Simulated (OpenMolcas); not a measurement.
# Sc²⁺ among point charges: CASSCF levels and susceptibility

Aim: the splitting of the states of Sc²⁺ in the field of 6 point charges, its lowest levels with spin-orbit coupling and its magnetic susceptibility.

The numbers are computed with OpenMolcas 26.06 (state-averaged CASSCF, spin-orbit coupling by RASSI with atomic mean-field integrals), except any that are marked as measured or tabulated.

1 further run of the same task is left out (it didn't finish).

## (1) The system

- Species: Sc²⁺ (scandium, Z = 21, 19 electrons)
- Basis: ANO-RCC-VDZP [5s4p2d1f], 34 functions
- Scalar Hamiltonian: DKH2, point nucleus
- Inactive shells: 1s 2s 2p 3s 3p
- Active space: 1 electron in 5 orbitals (3d)
- Some configurations of this space: 3d
- Orbitals: optimised for each spin and parity, averaged over all roots

Outer shells as boxes (Hund's rule):

3d
```
3d [↑ ][  ][  ][  ][  ]
```

The ion sits among 6 point charges of -1.5 e arranged as a tetragonal octahedron (D4h), 2.16 Å from the ion, with the axial distance 2.354 Å. The active orbitals were held to one l.

The work runs as a chain of OpenMolcas steps in one folder; each step below is one input file. Labels, J, g values, rates, χT and fits are worked out afterwards by a script from the matrices that RASSI stores. The input lists half of the charges; inversion (Group=XYZ) makes the rest.

## (2) One- and two-electron integrals

Contents of a.inp:

```
&GATEWAY
Coord
1

Sc 0.0 0.0 0.0
Basis=ANO-RCC-VDZP
Group=XYZ
NoMove
AngMom=0.0 0.0 0.0
AMFI
XField
3 Angstrom 0
2.160000 0.000000 0.000000 -1.500000
0.000000 2.160000 0.000000 -1.500000
0.000000 0.000000 2.354400 -1.500000
&SEWARD
```

Command:

```console
$ OMP_NUM_THREADS=1 MOLCAS_MEM=1689 MOLCAS_PROJECT=a pymolcas a.inp > a.log
```

## (3) Reference wave functions, doublets of even parity, 5 roots

Contents of a.inp:

```
&RASSCF
FileOrb=start.orb
Symmetry=1
Spin=2
nActEl=1 0 0
Inactive=3 6
Ras2=5 0
CIRoot=5 5 1
SDav=5
CIMx=300
Iter=120 100
PrWF=0.3
OrbListing=Nothing
MaxOrb=0
SupSym
1
10 4 5 6 7 8 11 12 13 14 15
0
>>> COPY $Project.JobIph JOB001
```

start.orb holds the contracted functions of the basis, ordered by shell, or the orbitals of the step before.

## (4) State interaction with spin-orbit coupling

Contents of a.inp:

```
&RASSI
NrOfJobIphs=1 5
1 2 3 4 5
IphNames
JOB001
EJob
SpinOrbit
DIPRint=1.0
SOCoupling=1000.0
Subsets=2
Property=9
'ANGMOM' 1 'ANGMOM' 2 'ANGMOM' 3 'MLTPL  1' 1 'MLTPL  1' 2 'MLTPL  1' 3
'AMFI' 1 'AMFI' 2 'AMFI' 3
SOProperty=3
'ANGMOM' 1 'ANGMOM' 2 'ANGMOM' 3
```

Before running it: what results should come out? Wanted: spin-free ground state; first state of the same spin within the active space; lowest level; next level.

The runs gave:

| quantity | value |
| --- | --- |
| method | CASSCF |
| spin-free ground state | 2E, 2-fold in its orbital part |
| first state of the same spin within the active space | 2B2 at 1970 cm⁻¹ |
| lowest level | 2-fold E1/2, g = 0.00, 0.05, 0.05 |
| next level | 67.6 cm⁻¹ |
| χT at 300 K | 0.49 cm³ K/mol |
| effective moment at 300 K | 1.98 μB |

In words: The spin-free ground state (2E) comes to 100 % from free-ion D terms and keeps the highest spin of the shell. χT at 300 K is 0.49, against 0.38 cm³ K/mol for the spin alone, so orbital moment adds to it. The field of point charges can differ much from that of real complexes. Point charges carry no covalency, so the field is a model and not that of real ligands.
